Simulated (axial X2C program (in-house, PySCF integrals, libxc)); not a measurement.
# RuSi⁺: EOM-IP-CCSD levels

Aim: EOM-IP-CCSD levels of RuSi⁺, with spin–orbit coupling in the Hamiltonian from the start.

The runs use an in-house X2C program for linear molecules on PySCF integrals; two-component X2C with atomic mean-field terms, Ru dyall-cv3z, Si dyall-v3z.

All values are calculated.

### 1 Set-up

task.json reads:

```json
{"zs": [44, 14], "q": 1, "bas": ["dyall-cv3z", "dyall-v3z"], "r0": 2.41, "eom": "ip", "rq": 0, "thr": -2.0, "nmax": 95, "grid": [1, 0.96, 1.045, 0.92, 1.09, 1.15]}
```

Keys: zs atomic numbers; q charge; bas basis sets; r0 starting distance in Å; eom kind of EOM run; thr threshold in hartree for freezing inner shells (an s shell follows its p shell); nmax most natural virtual spinors; grid distances as factors.

Command:

```
$ python soeom.py task.json out
```

The runs that follow: EOM-IP-CCSD at 2.092 Å.

What does the calculation give? Wanted: next root led by one particle; T1 of the reference; lowest state, Re and ωe.

The runs gave:

| quantity | value |
| --- | --- |
| lowest root at 2.092 Å | Ω = 5/2, 6.259 eV |
| next root led by one particle | Ω = 3/2, about 1480 cm⁻¹ higher |
| T1 of the reference | 0.111 |
| lowest state, Re and ωe | 2.053 Å, 536 cm⁻¹ |

Removing an electron from the reference determinant of RuSi costs 6.26 eV and empties a spinor of 99% Ru dδ. The closed-shell reference lies 0.92 eV above the lowest determinant found, so these energies count from an excited configuration. Errors of 0.1 to 0.3 eV are usual at this size, and roots led by higher excitations are left out, so the list is incomplete, and low states of that kind can be missing. T1 or the largest double amplitude of the reference is raised, which lowers the reliability. The bond is 0.006 Å shorter than in the closed-shell reference at CCSD (2.059 Å).
